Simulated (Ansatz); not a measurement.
# BTeH3: ionisation energy by level of theory

Aim: the vertical ionisation energy of BTeH3, as cation minus neutral at the neutral's geometry, on several levels, and how well −ε(HOMO) stands in for it.

Computed with Ansatz 0.2.0, Gaussian basis. Level: unrestricted cation, the program's frozen cores in correlated methods.

The runs, in order: UKS PBE-D4/def2-TZVPP; UKS r2SCAN-D4/def2-TZVPP; UKS PBE0-D4/def2-TZVPP; UKS B3LYP-D4/def2-TZVPP; UKS wB97X-V/def2-TZVPP; UKS wB97M-V/def2-TZVPP; UKS B2PLYP/def2-TZVPP; UHF-CCSD(T)/def2-TZVPP; UHF-MP2/def2-QZVPP; extrapolation to the limit; then −ε(HOMO) from the neutral's earlier runs with LDA (SPW92), PBE-D4, revPBE-D4, BLYP-D4, r2SCAN-D4, B97M-V, PBE0-D4, B3LYP-D4, r2SCANh-D4, r2SCAN0-D4, HSE06-D4, BHLYP-D4, CAM-B3LYP-D4, LC-ωPBE, ωB97X-V, ωB97M-V.

## Step 1: Structure used throughout

All runs share one geometry, relaxed beforehand with PBE0-D4 in a triple-zeta def2 set. Te takes the def2 core potential; no spin-orbit term is included.

SMILES `B[TeH]`, 5 atoms, charge 0, spin multiplicity 1.

Atoms are counted from 1 here; the program's logs count them from 0.

Bond lengths: B1–Te2 2.098 Å, B1–H3 1.189 Å, B1–H4 1.191 Å, Te2–H5 1.659 Å. Angles: Te2–B1–H3 120.6°, Te2–B1–H4 116.2°, H3–B1–H4 123.2°, B1–Te2–H5 96.2°.

Coordinates:

```
atom    x (Å)    y (Å)    z (Å)
  B1  -0.0737  -0.7245   0.1086
 Te2   1.0478   0.9848  -0.3650
  H3  -1.2368  -0.6395   0.3397
  H4   0.5219  -1.7558   0.1286
  H5  -0.2093   2.0614  -0.2532
```

## Step 2: Cation, UKS PBE-D4/def2-TZVPP

in.yaml reads:

```yaml
crystal:
  periodic: [false, false, false]
  atoms:
    - {symbol: B, position_ang: [-0.073654, -0.724495, 0.108585]}
    - {symbol: Te, position_ang: [1.047781, 0.984764, -0.365050]}
    - {symbol: H, position_ang: [-1.236815, -0.639541, 0.339662]}
    - {symbol: H, position_ang: [0.521858, -1.755776, 0.128633]}
    - {symbol: H, position_ang: [-0.209270, 2.061447, -0.253230]}
basis:
  gaussian: {orbitals: def2-TZVPP}
total_charge: 1
magnetization: {spin_polarized: true, initial_magnetization: 1}
hamiltonian: {xc: pbe, dispersion: d4}
```

Run with:

```bash
> ansatz run in.yaml --threads 2 --pin off --events-out ev --progress --plain --max-ram 4352MiB
```

The runs that follow: Cation, UKS r2SCAN-D4/def2-TZVPP; Cation, UKS PBE0-D4/def2-TZVPP; Cation, UKS B3LYP-D4/def2-TZVPP; Cation, UKS wB97X-V/def2-TZVPP; Cation, UKS wB97M-V/def2-TZVPP; Cation, UKS B2PLYP (frozen core)/def2-TZVPP; Cation, UHF-CCSD(T)/def2-TZVPP; Cation, UHF-MP2/def2-QZVPP.

**Question.** What will the summary of the whole plan be? Wanted: ionisation energy, CCSD(T)/CBS; nearest functional by difference; nearest −ε(HOMO); −ε(HOMO) of PBE; T1 of the cation.

As calculated:

```
                        quantity                value
  ionisation energy, CCSD(T)/CBS              9.55 eV
nearest functional by difference  B3LYP-D4 (-0.07 eV)
                nearest −ε(HOMO)   LC-ωPBE (+0.08 eV)
                 −ε(HOMO) of PBE              6.29 eV
                T1 of the cation                0.011
```

In words: Energy differences with functionals land within 0.21 eV of the reference. −ε(HOMO) of PBE misses by 3.3 eV, since self-interaction lifts the level. Among orbital estimates LC-ωPBE comes nearest. Hartree-Fock falls 1.28 eV short, as the neutral has more correlation energy than the cation. Correlated methods include outer-core shells of Te, which these sets cover unevenly. With outer-core shells in play the reference is unsure by up to some tenths of an eV, so close misses can't be ranked.
